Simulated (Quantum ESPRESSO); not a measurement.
# NbTe (P-6m2) in Quantum ESPRESSO: single point with PBEsol

Aim: the single point of NbTe with PBEsol.

Program: Quantum ESPRESSO 7.5. These are calculated values, not measurements. Logs are shortened: lines on timing, memory, paths and dates and some standing lists are left out, and cuts for length are marked.

## (1) The crystal as given

The structure is hexagonal, space group P-6m2 (No. 187). The conventional cell has a = 3.703 Å, b = 3.703 Å, c = 3.694 Å, α = 90.00°, β = 90.00°, γ = 120.00°. Te (site symmetry -6m2) is surrounded by 6 Nb at 2.83 Å. Around Nb (site symmetry -6m2) lie 6 Te at 2.83 Å.

The cell comes from a database or a generator and needn't be the stable form of this composition.

## (2) Single point, PBEsol

Input file run.py:

```python
import numpy as np
from ase.calculators.espresso import Espresso, EspressoProfile
from ase.io import read

atoms = read('POSCAR')

input_data = {
    'control': {'calculation': 'scf', 'prefix': 'pwscf', 'outdir': './tmp', 'tprnfor': True, 'tstress': True, 'disk_io': 'nowf'},
    'system': {'ecutwfc': 45.0, 'ecutrho': 360.0, 'nbnd': 16, 'occupations': 'smearing', 'smearing': 'fd', 'degauss': 0.00367493},
    'electrons': {'conv_thr': 4e-10, 'electron_maxstep': 120, 'mixing_beta': 0.5},
}
pseudopotentials = {'Nb': 'nb_pbesol_v1.uspp.F.UPF', 'Te': 'te_pbesol_v1.uspp.F.UPF'}
profile = EspressoProfile(command='mpirun -n 2 pw.x -nk 2', pseudo_dir='pseudo')
dft = Espresso(profile=profile, input_data=input_data, pseudopotentials=pseudopotentials, kpts=(8, 8, 7), koffset=(0, 0, 0))
atoms.calc = dft

print(f'energy {atoms.get_potential_energy():.8f} eV')
print('forces (eV/A)')
print(np.round(atoms.get_forces(), 6))
print('stress (eV/A^3, Voigt)')
print(np.round(atoms.get_stress(), 8))
print(f'Fermi level {dft.get_fermi_level():.4f} eV')
```

Input file POSCAR:

```
NbTe
1.0
    3.7029743866      0.0000000000      0.0000000000
   -1.8514871933      3.2068698884      0.0000000000
    0.0000000000      0.0000000000      3.6942110000
Te Nb
1 1
Direct
    0.6666666667      0.3333333333      0.0000000000
    0.0000000000      0.0000000000      0.5000000000
```

Potentials or basis: GBRV 1.5 PBEsol.

Started as:

```bash
> OMP_NUM_THREADS=1 python run.py
```

The log of the run:

```text
energy -1964.51689080 eV
forces (eV/A)
[[0. 0. 0.]
 [0. 0. 0.]]
stress (eV/A^3, Voigt)
[ 0.02939757  0.02939757  0.0299907  -0.         -0.          0.        ]
Fermi level 13.7203 eV
```

espresso.pwi:

```text
&CONTROL
   calculation      = 'scf'
   tstress          = .true.
   tprnfor          = .true.
   outdir           = './tmp'
   prefix           = 'pwscf'
   disk_io          = 'nowf'
   pseudo_dir       = 'pseudo'
/
&SYSTEM
   nbnd             = 16
   ecutwfc          = 45.0
   ecutrho          = 360.0
   occupations      = 'smearing'
   degauss          = 0.00367493
   smearing         = 'fd'
   ntyp             = 2
   nat              = 2
   ibrav            = 0
/
&ELECTRONS
   electron_maxstep = 120
   conv_thr         = 4e-10
   mixing_beta      = 0.5
/
&IONS
/
&CELL
/
&FCP
/
&RISM
/
ATOMIC_SPECIES
Te 127.6 te_pbesol_v1.uspp.F.UPF
Nb 92.90637 nb_pbesol_v1.uspp.F.UPF

K_POINTS automatic
8 8 7  0 0 0

CELL_PARAMETERS angstrom
3.70297438660000 0.00000000000000 0.00000000000000
-1.85148719330000 3.20686988840000 0.00000000000000
0.00000000000000 0.00000000000000 3.69421100000000

ATOMIC_POSITIONS angstrom
Te 1.8514871935 1.0689566294 0.0000000000  
Nb 0.0000000000 0.0000000000 1.8471055000
```

espresso.pwo:

```text
This program is part of the open-source Quantum ESPRESSO suite
     for quantum simulation of materials; please cite
         "P. Giannozzi et al., J. Phys.:Condens. Matter 21 395502 (2009);
         "P. Giannozzi et al., J. Phys.:Condens. Matter 29 465901 (2017);
         "P. Giannozzi et al., J. Chem. Phys. 152 154105 (2020);
     in publications or presentations arising from this work. More details at

Warning: card &CELL ignored
Warning: card &FCP ignored
Warning: card &RISM ignored

     Message from routine setup:
     using ibrav=0 with symmetry is DISCOURAGED, use correct ibrav instead

     K-points division:     npool     =       2
     Subspace diagonalization in iterative solution of the eigenvalue problem:
     a serial algorithm will be used

     G-vector sticks info
     --------------------
     sticks:   dense  smooth     PW     G-vecs:    dense   smooth      PW
     Sum        1213     595    187                34075    12059    2027

     Using Slab Decomposition

     bravais-lattice index     =            0
     lattice parameter (alat)  =       6.9976  a.u.
     unit-cell volume          =     296.0400 (a.u.)^3
     number of atoms/cell      =            2
     number of atomic types    =            2
     number of electrons       =        19.00
     number of Kohn-Sham states=           16
     kinetic-energy cutoff     =      45.0000  Ry
     charge density cutoff     =     360.0000  Ry
     scf convergence threshold =      4.0E-10
     mixing beta               =       0.5000
     number of iterations used =            8  plain     mixing
     Exchange-correlation= SLA  PW   PSX  PSC
                           (   1   4  10   8   0   0   0)

     celldm(1)=   6.997607  celldm(2)=   0.000000  celldm(3)=   0.000000
     celldm(4)=   0.000000  celldm(5)=   0.000000  celldm(6)=   0.000000

     crystal axes: (cart. coord. in units of alat)
               a(1) = (   1.000000   0.000000   0.000000 )
               a(2) = (  -0.500000   0.866025   0.000000 )
               a(3) = (   0.000000   0.000000   0.997633 )

     reciprocal axes: (cart. coord. in units 2 pi/alat)
               b(1) = (  1.000000  0.577350 -0.000000 )
               b(2) = (  0.000000  1.154701  0.000000 )
               b(3) = (  0.000000 -0.000000  1.002372 )

     PseudoPot. # 1 for Te read from file:
     te_pbesol_v1.uspp.F.UPF
     Pseudo is Ultrasoft + core correction, Zval =  6.0
     Generated by new atomic code, or converted to UPF format
     Using radial grid of  891 points,  5 beta functions with:
                l(1) =   0
                l(2) =   0
                l(3) =   1
                l(4) =   1
                l(5) =   2
     Q(r) pseudized with  6 coefficients,  rinner =    1.800   1.800   1.800
                                                       1.800   1.800

     PseudoPot. # 2 for Nb read from file:
     nb_pbesol_v1.uspp.F.UPF
     Pseudo is Ultrasoft + core correction, Zval = 13.0
     Generated by new atomic code, or converted to UPF format
     Using radial grid of  887 points,  6 beta functions with:
                l(1) =   0
                l(2) =   0
                l(3) =   1
                l(4) =   1
                l(5) =   2
                l(6) =   2
     Q(r) pseudized with  6 coefficients,  rinner =    1.000   1.000   1.000
                                                       1.000   1.000

     atomic species   valence    mass     pseudopotential
     Te                6.00   127.60000     Te( 1.00)
     Nb               13.00    92.90637     Nb( 1.00)

     12 Sym. Ops. (no inversion) found

   Cartesian axes

     site n.     atom                  positions (alat units)
         1        Te     tau(   1) = (   0.5000000   0.2886751   0.0000000  )
         2        Nb     tau(   2) = (   0.0000000   0.0000000   0.4988167  )

     number of k points=    40  Fermi-Dirac smearing, width (Ry)=  0.0037
                       cart. coord. in units 2pi/alat
        k(    1) = (   0.0000000   0.0000000   0.0000000), wk =   0.0044643
        k(    2) = (   0.0000000   0.0000000   0.1431960), wk =   0.0089286
        k(    3) = (   0.0000000   0.0000000   0.2863921), wk =   0.0089286
        k(    4) = (   0.0000000   0.0000000   0.4295881), wk =   0.0089286
        k(    5) = (   0.0000000   0.1443376   0.0000000), wk =   0.0267857
        k(    6) = (   0.0000000   0.1443376   0.1431960), wk =   0.0535714
[... 32 lines left out ...]
        k(   39) = (   0.2500000   0.5773503   0.2863921), wk =   0.0535714
        k(   40) = (   0.2500000   0.5773503   0.4295881), wk =   0.0535714

     Dense  grid:    34075 G-vectors     FFT dimensions: (  45,  45,  45)

     Smooth grid:    12059 G-vectors     FFT dimensions: (  30,  30,  30)

     Initial potential from superposition of free atoms

     starting charge      18.9973, renormalised to      19.0000
     Starting wfcs are   17 randomized atomic wfcs

     Self-consistent Calculation

     iteration #  1     ecut=    45.00 Ry     beta= 0.50
     Davidson diagonalization with overlap
     ethr =  1.00E-02,  avg # of iterations =  4.6

     Threshold (ethr) on eigenvalues was too large:
     Diagonalizing with lowered threshold

     Davidson diagonalization with overlap
     ethr =  5.50E-04,  avg # of iterations =  1.4

     total energy              =    -144.35747526 Ry
     estimated scf accuracy    <       0.10959462 Ry

     iteration #  2     ecut=    45.00 Ry     beta= 0.50
     Davidson diagonalization with overlap
     ethr =  5.77E-04,  avg # of iterations =  2.2
[... 36 lines left out ...]
     total energy              =    -144.38934090 Ry
     estimated scf accuracy    <       0.00000001 Ry

     iteration #  8     ecut=    45.00 Ry     beta= 0.50
     Davidson diagonalization with overlap
     ethr =  6.66E-11,  avg # of iterations =  2.2

     End of self-consistent calculation

          k = 0.0000 0.0000 0.0000 (  1509 PWs)   bands (ev):

   -41.8135 -18.0337 -17.8353 -17.8353  -0.5725  10.5886  10.5886  10.6746
    11.3642  13.9334  13.9334  16.1494  16.1494  16.4843  19.7871  20.7485

          k = 0.0000 0.0000 0.1432 (  1521 PWs)   bands (ev):

   -41.8125 -18.0554 -17.8334 -17.8334  -0.3720   9.3347  10.7022  10.7022
    12.1790  13.4253  13.4253  16.4524  16.4524  17.0326  20.7559  20.7561
[... 63 lines left out ...]
   -41.8029 -18.0776 -17.9380 -17.8542   1.0900   7.4625   8.6322  10.0692
    11.9986  14.1772  14.2410  15.8192  16.4890  17.8686  20.0357  22.4695

          k = 0.0000 0.4330 0.4296 (  1502 PWs)   bands (ev):

   -41.8011 -18.1118 -17.9314 -17.8498   1.2936   7.5255   8.2720   9.6951
    12.0968  14.3814  14.5895  15.5659  17.4790  17.6179  19.0602  20.8936

          k = 0.0000-0.5774 0.0000 (  1508 PWs)   bands (ev):

   -41.8046 -18.0121 -17.9692 -17.8667   1.0828   6.5050   9.8761  11.0244
    11.1215  13.4970  14.9918  15.2280  16.6966  17.4486  19.5071  22.5372

          k = 0.0000-0.5774 0.1432 (  1508 PWs)   bands (ev):

   -41.8037 -18.0310 -17.9653 -17.8642   1.1496   6.6564   9.4160  10.6343
    11.4677  14.1178  14.8597  15.1657  15.9048  18.3900  19.5870  22.0129

          k = 0.0000-0.5774 0.2864 (  1506 PWs)   bands (ev):

   -41.8016 -18.0731 -17.9564 -17.8585   1.3031   7.0399   8.6935   9.9350
    12.1090  14.2293  14.7153  15.7963  16.1591  17.6433  19.5517  22.3439

          k = 0.0000-0.5774 0.4296 (  1492 PWs)   bands (ev):

   -41.7999 -18.1065 -17.9493 -17.8540   1.4300   7.5157   8.0564   9.5283
    12.3257  14.6553  14.8690  15.6800  16.6837  17.7341  18.4342  20.3319

          k = 0.1250 0.2165 0.0000 (  1541 PWs)   bands (ev):

   -41.8100 -18.0252 -17.8869 -17.8500  -0.0354   8.8104  10.5766  10.5983
    11.3266  13.6903  14.5179  15.3313  15.3771  18.4217  19.8178  22.2151

          k = 0.1250 0.2165 0.1432 (  1522 PWs)   bands (ev):
[... 86 lines left out ...]
   -41.8007 -18.0699 -17.9352 -17.8963   1.4455   7.5580   8.5368   8.6278
    12.4660  14.5519  15.0594  15.3577  16.6183  17.7540  19.6615  21.9312

          k = 0.2500 0.5774 0.4296 (  1504 PWs)   bands (ev):

   -41.7990 -18.1029 -17.9285 -17.8909   1.5438   7.5253   8.0021   9.1420
    12.5463  14.8449  15.3694  15.9030  16.1414  17.1028  18.2006  21.3375

     the Fermi energy is    13.7203 ev

!    total energy              =    -144.38934091 Ry
     estimated scf accuracy    <          2.1E-10 Ry
     smearing contrib. (-TS)   =      -0.00087327 Ry
     internal energy E=F+TS    =    -144.38846764 Ry

     The total energy is F=E-TS. E is the sum of the following terms:
     one-electron contribution =     -30.96120006 Ry
     hartree contribution      =      23.98732756 Ry
     xc contribution           =     -32.77780004 Ry
     ewald contribution        =    -104.63679511 Ry

     convergence has been achieved in   8 iterations

     Forces acting on atoms (cartesian axes, Ry/au):

     atom    1 type  1   force =     0.00000000    0.00000000    0.00000000
     atom    2 type  2   force =     0.00000000    0.00000000    0.00000000

     Total force =     0.000000     Total SCF correction =     0.000000

     Computing stress (Cartesian axis) and pressure

          total   stress  (Ry/bohr**3)                   (kbar)     P=      -47.42
  -0.00032018  -0.00000000   0.00000000          -47.10       -0.00        0.00
  -0.00000000  -0.00032018   0.00000000           -0.00      -47.10        0.00
   0.00000000   0.00000000  -0.00032664            0.00        0.00      -48.05

=------------------------------------------------------------------------------=
   JOB DONE.
=------------------------------------------------------------------------------=
```

It took 9.9 s on 2 MPI ranks of Arm Neoverse V1, shared host; peak memory 0.28 GiB.

Results:

| Property | Result |
| --- | --- |
| Free energy | -1964.5171 eV |
| Pressure | -4.7 GPa |
| Band gap on the k mesh | none (metal or under the smearing width) |

The run has no spin-orbit coupling, so splittings on Te are missing.
